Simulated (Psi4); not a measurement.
# A workflow on WClO2F (SMILES [O]=[W](=[O])([F])[Cl])

We compute a series of 10 runs (PBE-D4/def2-SVP, PBE0-D4/def2-TZVP, PBE-D4/def2-TZVPP, r2SCAN-D4/def2-TZVPP, B3LYP-D4/def2-TZVPP, PBE0-D4/def2-TZVPP, wB97M-V/def2-TZVPP, CCSD(T)/def2-TZVPP, and more) of WClO2F. 

The calculation is run with Psi4 1.11.

## (1) Starting point

WClO2F has 5 atoms, charge 0, and is taken as a singlet. SMILES: `[O]=[W](=[O])([F])[Cl]`. The shape comes from GFN2-xTB, rattled, which is rough for such elements, and wasn't checked as a minimum. The run starts from this shape.

Bond lengths: O1–W2 1.661 Å, W2–O3 1.685 Å, W2–F4 1.831 Å, W2–Cl5 2.231 Å. Angles: O1–W2–O3 116.7°, O1–W2–F4 108.7°, O1–W2–Cl5 107.5°, O3–W2–F4 111.8°, O3–W2–Cl5 108.4°, F4–W2–Cl5 102.8°.

## (2) A structure relaxation at PBE-D4/def2-SVP (density fitting, core potential) (run 1)

Contents of job.py:

```python
import psi4

psi4.set_memory(4400000000)
psi4.set_num_threads(2)
psi4.core.set_output_file('output.dat', False)

m = psi4.geometry("""
O     -0.569576    -0.700409     1.478205
W      0.118376    -0.145256     0.071853
O      1.801603    -0.164485    -0.006118
F     -0.636461    -1.030774    -1.341729
Cl    -0.575757     1.952978    -0.232534
symmetry c1
""")

psi4.set_options({
    'basis': 'def2-SVP',
    'scf_type': 'df',
    'geom_maxiter': 60,
    'max_force_g_convergence': 0.0005,
})

E = psi4.optimize("pbe-d4", molecule=m)
print(f'pbe-d4 energy: {E:.10f} Eh')
print(m.to_string(dtype='xyz', units='Angstrom'))
for k, v in sorted(psi4.core.scalar_variables().items()):
    print(f'{k:45s} {v:18.10f}')
```

Command:

```console
$ python job.py
```

output.dat:

```text
[...]
    !!!  WARNING: ECP capability is in beta. Please check occupations closely.  !!!
[...]
  Running in c1 symmetry.
[...]
  Nuclear repulsion =  272.886981842107843
[...]
  Multiplicity = 1
[...]
  Nalpha       = 28
  Nbeta        = 28
[...]
    Number of basis functions: 92
[...]
   @DF-RKS iter   1:  -776.11123396600726   -7.46897e-02   1.66881e-02 DIIS/ADIIS
[...]
    !!!  WARNING: ECP capability is in beta. Please check occupations closely.  !!!
[...]
   @DF-RKS iter  10:  -777.09817237457310   -6.82121e-13   3.11668e-09 DIIS
[...]
  @DF-RKS Final Energy:  -777.09817237457310
   => Energetics <=
    Nuclear Repulsion Energy =            265.6676539790040579
    One-Electron Energy =               -1622.8735690822593369
    Two-Electron Energy =                 643.1300843518846477
    DFT Exchange-Correlation Energy =     -63.0171197687773912
    Empirical Dispersion Energy =          -0.0052218544248705
    VV10 Nonlocal Energy =                  0.0000000000000000
    Total Energy =                       -777.0981723745730960
[...]
  -Total Gradient:
     Atom            X                  Y                   Z
    ------   -----------------  -----------------  -----------------
       1       -0.000124145159    -0.000184623253    -0.000025666364
       2        0.000491283579    -0.000035437279     0.000505015171
       3        0.000117451994    -0.000347520323    -0.000024106064
       4        0.000099877857     0.000044270663     0.000221858507
       5       -0.000077671645    -0.000401772091    -0.000053051216
[...]
```

The script printed:

```text
Some dependencies such as QCElemental have not yet finished migration to pydantic v2. If issues are encountered please downgrade pydantic or upgrade QCElemental as appropriate
	Previous geometry is closer to target in internal coordinates, so using that one.

	Best geometry has RMS(Delta(q)) = 2.80e-04

	Previous geometry is closer to target in internal coordinates, so using that one.

	Best geometry has RMS(Delta(q)) = 4.18e-06

Optimizer: Optimization complete!
pbe-d4 energy: -777.0981723746 Eh
5
0 1 ClFO2W
O                    -0.490639739844    -0.771883935528     1.531627989255
W                     0.053401245562    -0.165508421835     0.023286559519
O                     1.764453404727    -0.261690096895     0.071674351824
F                    -0.588866241061    -1.263275402663    -1.350921331685
Cl                   -0.543633260168     2.029736941159    -0.121906208781

CURRENT ENERGY                                   -777.0981723746
CURRENT REFERENCE ENERGY                         -777.0981723746
DD SOLVATION ENERGY                                 0.0000000000
DFT FUNCTIONAL TOTAL ENERGY                      -777.0929505201
DFT TOTAL ENERGY                                 -777.0981723746
DFT VV10 ENERGY                                     0.0000000000
DFT XC ENERGY                                     -63.0171197688
DISPERSION CORRECTION ENERGY                       -0.0052218544
GRID ELECTRONS ALPHA                               28.0000425778
GRID ELECTRONS BETA                                28.0000425778
GRID ELECTRONS TOTAL                               56.0000851556
NUCLEAR REPULSION ENERGY                          265.6676539790
ONE-ELECTRON ENERGY                             -1622.8735690823
OPTIMIZATION ITERATIONS                             6.0000000000
PBE-D4(BJ,EEQ)ATM DISPERSION CORRECTION ENERGY      -0.0052218544
PCM POLARIZATION ENERGY                             0.0000000000
PE ENERGY                                           0.0000000000
SCF ITERATION ENERGY                             -777.0981723746
SCF ITERATIONS                                     10.0000000000
SCF TOTAL ENERGY                                 -777.0981723746
TWO-ELECTRON ENERGY                               643.1300843519
XC GRID RADIAL POINTS                              75.0000000000
XC GRID SPHERICAL POINTS                          302.0000000000
XC GRID TOTAL POINTS                           109127.0000000000
```

Run time: 18 s. Hardware: 2 threads of AMD EPYC 9R45 (Zen 5), shared host; peak memory 0.56 GiB.

Steps, from the record of the run:

| step | energy from the first frame kept (eV) | largest force (eV/Å) |
| --- | --- | --- |
| 0 | 0.0000 | 4.3576 |
| 1 | -0.2811 | 1.9149 |
| 2 | -0.3860 | 0.5919 |
| 3 | -0.4190 | 0.1629 |
| 4 | -0.4300 | 0.1136 |
| 5 | -0.4322 | 0.0363 |

After the run. Bond lengths: O1–W2 1.714 Å, W2–O3 1.714 Å, W2–F4 1.872 Å, W2–Cl5 2.280 Å. Angles: O1–W2–O3 105.8°, O1–W2–F4 109.2°, O1–W2–Cl5 108.3°, O3–W2–F4 109.3°, O3–W2–Cl5 108.5°, F4–W2–Cl5 115.3°.

## (3) A geometry optimisation at PBE0-D4/def2-TZVP (density fitting, core potential) (run 2)

Contents of calc.py:

```python
import psi4

psi4.set_memory(4400000000)
psi4.set_num_threads(2)
psi4.set_output_file('run.log', False)

molecule = psi4.geometry("""
0 1
O     -0.456346    -0.741665     1.543266
W      0.087695    -0.135289     0.034925
O      1.798747    -0.231471     0.083312
F     -0.554572    -1.233056    -1.339283
Cl    -0.509339     2.059956    -0.110268
units angstrom
symmetry c1
""")

psi4.set_options(dict(reference='rks', scf_type='df', geom_maxiter=50, max_force_g_convergence=0.0002))

E, wfn = psi4.optimize('pbe0-d4/def2-TZVP', return_wfn=True)
print(f'total energy {E:.8f} hartree = {E * 27.211386:.5f} eV')
molecule.save_xyz_file('final.xyz', False)
```

Command:

```console
$ python calc.py
```

run.log:

```text
[...]
    !!!  WARNING: ECP capability is in beta. Please check occupations closely.  !!!
[...]
  Running in c1 symmetry.
[...]
  Nuclear repulsion =  265.667685717450070
[...]
  Multiplicity = 1
[...]
  Nalpha       = 28
  Nbeta        = 28
[...]
    Number of basis functions: 170
[...]
    !!!  WARNING: ECP capability is in beta. Please check occupations closely.  !!!
[...]
    !!!  WARNING: ECP capability is in beta. Please check occupations closely.  !!!
[...]
   @DF-RKS iter   0:  -777.52545822247680   -7.77525e+02   1.85463e-04
[...]
   @DF-RKS iter   9:  -777.52600000150176   -5.62750e-11   7.53052e-09 DIIS
[...]
  @DF-RKS Final Energy:  -777.52600000150176
   => Energetics <=
    Nuclear Repulsion Energy =            268.9841467628475016
    One-Electron Energy =               -1630.1183654083149577
    Two-Electron Energy =                 631.4591361522699344
    DFT Exchange-Correlation Energy =     -47.8464243950216499
    Empirical Dispersion Energy =          -0.0044931132825661
    VV10 Nonlocal Energy =                  0.0000000000000000
    Total Energy =                       -777.5260000015017567
[...]
  -Total Gradient:
     Atom            X                  Y                   Z
    ------   -----------------  -----------------  -----------------
       1        0.000084919934    -0.000066717553    -0.000103445794
       2       -0.000051159939    -0.000234512978    -0.000133583413
       3       -0.000099297577    -0.000093323401     0.000011880339
       4        0.000135442936    -0.000083405132     0.000177363056
       5        0.000144415487     0.000035106002     0.000217325659
[...]
```

On the terminal:

```text
Optimizer: Optimization complete!
total energy -777.52600000 hartree = -21157.56011 eV
```

Wall time 29 s (2 threads of AMD EPYC 9R45 (Zen 5), shared host); peak memory 0.89 GiB.

Step by step:

| step | energy from the first frame kept (eV) | largest force (eV/Å) |
| --- | --- | --- |
| 0 | 0.0000 | 1.4872 |
| 1 | -0.0146 | 1.4541 |
| 2 | -0.0516 | 0.1980 |
| 3 | -0.0520 | 0.0375 |
| 4 | -0.0525 | 0.0141 |

After the run. Bond lengths: O1–W2 1.692 Å, W2–O3 1.692 Å, W2–F4 1.850 Å, W2–Cl5 2.254 Å. Angles: O1–W2–O3 106.6°, O1–W2–F4 109.4°, O1–W2–Cl5 108.8°, O3–W2–F4 109.4°, O3–W2–Cl5 108.7°, F4–W2–Cl5 113.6°.

## (4) The harmonic vibrations at PBE0-D4/def2-TZVP (density fitting, core potential) (run 3)

Contents of clfo2w.xyz:

```xyz
5
ClFO2W
O     -0.457365    -0.736186     1.523619
W      0.090357    -0.134424     0.040398
O      1.779245    -0.226955     0.074054
F     -0.556461    -1.195400    -1.330372
Cl    -0.512928     2.030377    -0.130678
```

Contents of run.py:

```python
import psi4

psi4.set_memory(4400000000)
psi4.set_num_threads(2)
psi4.set_output_file('run.log', False)

with open('clfo2w.xyz') as f:
    atoms = ''.join(f.readlines()[2:])
mol = psi4.geometry('0 1\n' + atoms + 'symmetry c1')

psi4.set_options({
    'scf_type': 'df',
    'rotational_symmetry_number': 1,
})

E, wfn = psi4.frequencies("pbe0-d4/def2-TZVP", return_wfn=True)
print('E =', round(E, 9))
print('wavenumbers / cm^-1:', wfn.frequencies().np.round(1))
```

Command:

```console
$ python run.py
```

run.log:

```text
[...]
  Running in c1 symmetry.
[...]
  Nuclear repulsion =  268.977185941198115
[...]
  Multiplicity = 1
[...]
  Nalpha       = 28
  Nbeta        = 28
[...]
    Number of basis functions: 170
[...]
   @DF-RKS iter   1:  -776.61227577979503   -4.69143e-01   9.18390e-03 ADIIS/DIIS
[...]
   @DF-RKS iter  14:  -777.52599973617441   -1.56888e-11   7.85247e-09 DIIS
[...]
  @DF-RKS Final Energy:  -777.52599973617441
   => Energetics <=
    Nuclear Repulsion Energy =            268.9947249280535289
    One-Electron Energy =               -1630.1393187706723893
    Two-Electron Energy =                 631.4696209101720115
    DFT Exchange-Correlation Energy =     -47.8465335951229065
    Empirical Dispersion Energy =          -0.0044932086046452
    VV10 Nonlocal Energy =                  0.0000000000000000
    Total Energy =                       -777.5259997361744126
[...]
  -Total Gradient:
     Atom            X                  Y                   Z
    ------   -----------------  -----------------  -----------------
       1        0.000088705941    -0.000070793042    -0.000121361845
       2       -0.000109672756    -0.000351952521    -0.000288929198
       3       -0.000115423693    -0.000089291698     0.000020781858
       4        0.000202990099     0.000034959791     0.000341423386
       5        0.000147937486     0.000033686916     0.000216461369
[...]
  ==> Harmonic Vibrational Analysis <==
[...]
  Freq [cm^-1]                 146.6525            200.7279            256.5220
[...]
  IR activ [km/mol]             2.8246              4.2327             12.0022
[...]
  Freq [cm^-1]                 266.1860            361.2704            438.3312
[...]
  IR activ [km/mol]             5.1901              2.9575             61.3530
[...]
  Freq [cm^-1]                 709.9921           1059.7400           1101.1237
[...]
```

Standard output:

```text
Warning: used thermodynamics relations inappropriate for low-frequency modes: ['146.6525' '200.7279' '256.5220' '266.1860' '361.2704' '438.3312']
E = -777.526
wavenumbers / cm^-1: [ 146.7  200.7  256.5  266.2  361.3  438.3  710.  1059.7 1101.1]
```

Wall time 2.7 min (2 threads of AMD EPYC 9R45 (Zen 5), shared host); peak memory 0.85 GiB.

Runs 4 to 9 aren't shown in full; the table further down has their settings and results.

## (5) The energy at MP2/def2-QZVPP (density fitting, core potential, density fitting for correlation) (run 10)

Contents of clfo2w.py:

```python
import psi4

psi4.set_memory(4400000000)
psi4.set_num_threads(2)
psi4.set_output_file('psi4.out', False)

m = psi4.geometry("""
0 1
O     -0.457365    -0.736186     1.523619
W      0.090357    -0.134424     0.040398
O      1.779245    -0.226955     0.074054
F     -0.556461    -1.195400    -1.330372
Cl    -0.512928     2.030377    -0.130678
symmetry c1
""")

psi4.set_options({
    'basis': 'def2-QZVPP',
    'scf_type': 'df',
    'num_frozen_docc': 8,
})

result = psi4.energy('mp2')
print(f'mp2 energy: {result:.10f} Eh')
```

Command:

```console
$ python clfo2w.py
```

psi4.out:

```text
[...]
    !!!  WARNING: ECP capability is in beta. Please check occupations closely.  !!!
[...]
  Running in c1 symmetry.
[...]
  Nuclear repulsion =  268.984159621531660
[...]
  Multiplicity = 1
[...]
  Nalpha       = 28
  Nbeta        = 28
[...]
    Number of basis functions: 322
[...]
   @DF-RHF iter   1:  -774.76640486557130   -1.24557e+00   3.85710e-03 DIIS/ADIIS
[...]
   @DF-RHF iter  16:  -775.38562814939758   -2.93312e-11   4.28043e-09 DIIS
[...]
  @DF-RHF Final Energy:  -775.38562814939758
   => Energetics <=
    Nuclear Repulsion Energy =            268.9841596215316599
    One-Electron Energy =               -1628.9976306352168649
    Two-Electron Energy =                 584.6278428642875724
    Total Energy =                       -775.3856281493975757
[...]
 Multipole Moments:
 ------------------------------------------------------------------------------------
     Multipole            Electronic (a.u.)      Nuclear  (a.u.)        Total (a.u.)
 ------------------------------------------------------------------------------------
 L = 1.  Multiply by 2.5417464519 to convert [e a0] to [Debye]
 Dipole X            :          6.6936518           -7.1967452           -0.5030934
 Dipole Y            :        -23.0568547           23.5808587            0.5240040
 Dipole Z            :          2.2419440           -2.8339595           -0.5920155
 Magnitude           :                                                    0.9371049
[...]
```

On the terminal:

```text
mp2 energy: -776.9565259738 Eh
```

Run time: 7.2 s. Hardware: 2 threads of AMD EPYC 9R45 (Zen 5), shared host; peak memory 1 GiB.

## (6) All runs side by side

| run | level | geom maxiter | max force g convergence | energy (Eh) | dipole moment (D) | HOMO energy (eV) | LUMO energy (eV) | wall time |
| --- | --- | --- | --- | --- | --- | --- | --- | --- |
| 1 | PBE-D4/def2-SVP (density fitting, core potential) | 60 | 0.0005 | -777.098172 | 1.75 | -8.06 | -3.69 | 18 s |
| 2 | PBE0-D4/def2-TZVP (density fitting, core potential) | 50 | 0.0002 | -777.526000 | 1.87 | -9.77 | -2.97 | 29 s |
| 3 | PBE0-D4/def2-TZVP (density fitting, core potential) | – | – | -777.526000 | 1.87 | – | – | 2.7 min |
| 4 | PBE-D4/def2-TZVPP (density fitting, core potential) | – | – | -777.586814 | 1.76 | -8.11 | -3.64 | 13 s |
| 5 | r2SCAN-D4/def2-TZVPP (density fitting, core potential) | – | – | -777.862615 | 1.82 | -8.50 | -3.59 | 20 s |
| 6 | B3LYP-D4/def2-TZVPP (density fitting, core potential) | – | – | -777.992080 | 1.90 | -9.48 | -3.17 | 12 s |
| 7 | PBE0-D4/def2-TZVPP (density fitting, core potential) | – | – | -777.534155 | 1.88 | -9.75 | -2.93 | 11 s |
| 8 | wB97M-V/def2-TZVPP (density fitting, core potential) | – | – | -777.766678 | 1.90 | -12.15 | -0.84 | 22 s |
| 9 | CCSD(T)/def2-TZVPP (density fitting, core potential, density fitting for correlation) | – | – | -776.806456 | – | -13.65 | 0.56 | 9.2 min |
| 10 | MP2/def2-QZVPP (density fitting, core potential, density fitting for correlation) | – | – | -776.956526 | – | -13.64 | 0.55 | 7.2 s |

## (7) What came out

| quantity | value |
| --- | --- |
| run 10, MP2/def2-QZVPP: total energy | -776.95653 Eh |
| run 10, MP2/def2-QZVPP: HOMO energy (Hartree–Fock orbitals) | -13.64 eV |
| run 10, MP2/def2-QZVPP: LUMO energy (Hartree–Fock orbitals) | 0.55 eV |
| run 10, MP2/def2-QZVPP: HOMO–LUMO gap (Hartree–Fock orbitals) | 14.19 eV |
| run 10, MP2/def2-QZVPP: correlation energy (8 core orbitals frozen) | -1570.9 mEh |

Over runs 3, 4, 5, 6, 7, 8 the dipole moment (its size) runs from 1.76 D (PBE-D4/def2-TZVPP) to 1.90 D (B3LYP-D4/def2-TZVPP). Over runs 4, 5, 6, 7, 8 the HOMO–LUMO gap runs from 4.46 eV (PBE-D4/def2-TZVPP) to 11.31 eV (wB97M-V/def2-TZVPP). Totals of different functionals can't be ranked against each other. All runs together took 14 min, the longest 9.2 min.
